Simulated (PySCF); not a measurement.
# A diatomic session: AlIn

What are the lowest state that PBE0 finds, the bond length, vibrational wavenumber and bond energy of AlIn, and how much do these hang on the method?

Computed with PySCF 2.14.0. Level: Al cc-pV(D+d)Z, In cc-pVDZ-PP with ECP28, scalar-relativistic core potentials.

### Step 1. Set-up

Settings of the job:

| Property | Result |
| --- | --- |
| atoms | Al, In |
| charge | 0 |
| basis | Al cc-pV(D+d)Z, In cc-pVDZ-PP with ECP28 |
| Hamiltonian | scalar-relativistic core potentials |
| basis functions | 46 |
| electrons treated | 34 |
| masses in u | 26.9815, 114.9039 |
| levels | PBE0, PBE, r²SCAN, PBEsol, BP86, PW91, HSE06, HF, MP2, SCS-MP2, CCSD, CCSD(T) |
| grid | 80 radial by 434 angular points |
| occupations | held fixed by the projection of orbital angular momentum |
| dissociation limit | Al + In, each in its ground configuration |
| starting distance in angstrom | 2.585 |
| values of 2S to try | 0, 2 |

Started as:

```
> OMP_NUM_THREADS=1 python dia.py task.json out
```

Further steps of the session: The PBE0 curve of the state that the search chose; Higher solutions at PBE0; PBE; r²SCAN (meta-GGA); PBEsol; BP86 (GGA); PW91; HSE06 (range-separated hybrid); UHF (mean field); Correlated methods on the Hartree–Fock reference.

Q: Predict the outcome of this session. Wanted: for each run, Re; ωe; De; μ.

The runs gave:

Lowest PBE0 solution found, without spin–orbit coupling: ³Π (triplet), unpaired electrons σ ↑, π ↑. State 2 has its PBE0 minimum 0.13 eV higher. State 3 has its PBE0 minimum 0.14 eV higher, as a spin-mixed determinant (⟨S²⟩ = 1.02), so this is no gap between pure states. State 4 has its PBE0 minimum 0.29 eV higher, as a spin-mixed determinant (⟨S²⟩ = 1.01), so this is no gap between pure states. The other levels ran on the lowest alone.

```csv
level,Re (Å),ωe (cm⁻¹),De (eV),μ (D)
UHF,2.935,199.6,0.66,0.46
UHF-MP2,2.892,209.2,1.12,n/a
UHF-SCS-MP2,2.892,211.3,0.98,n/a
UHF-CCSD,2.916,201.6,1.04,n/a
UHF-CCSD(T),2.916,200.7,1.12,n/a
PBE,2.930,185.0,1.49,0.57
PBEsol,2.894,192.4,1.63,0.44
PW91,2.925,185.5,1.51,0.53
BP86,2.937,181.5,1.44,0.45
r²SCAN,2.898,193.9,1.47,0.46
PBE0,2.894,198.1,1.39,0.56
HSE06,2.900,196.0,1.41,0.52
```

De is counted to Al + In in their ground configurations. A positive dipole means Al(−)In(+).

Differences from CCSD(T) in the same basis:

```csv
level,Re (mÅ),ωe (%)
UHF,+19,-0.6
UHF-MP2,-24,+4.2
UHF-SCS-MP2,-24,+5.3
UHF-CCSD,0,+0.5
PBE,+14,-7.8
PBEsol,-22,-4.2
PW91,+9,-7.6
BP86,+21,-9.6
r²SCAN,-18,-3.4
PBE0,-22,-1.3
HSE06,-16,-2.3
```

**Reading.** Judged by CCSD(T) in the same basis: best bond length UHF-CCSD (0 mÅ), worst UHF-MP2 and UHF-SCS-MP2 (-24 mÅ); best wavenumber UHF-CCSD (+0.5 %), worst BP86 (-9.6 %). CCSD(T) in a basis this small is itself some way from its limit, more so than the functionals. Among the levels with a De in the table, it runs from 0.66 eV (UHF) to 1.63 eV (PBEsol).

Correlated steps freeze 9 core orbitals. These are scalar-relativistic numbers at best; spin–orbit coupling would shift them, the dissociation energy most.
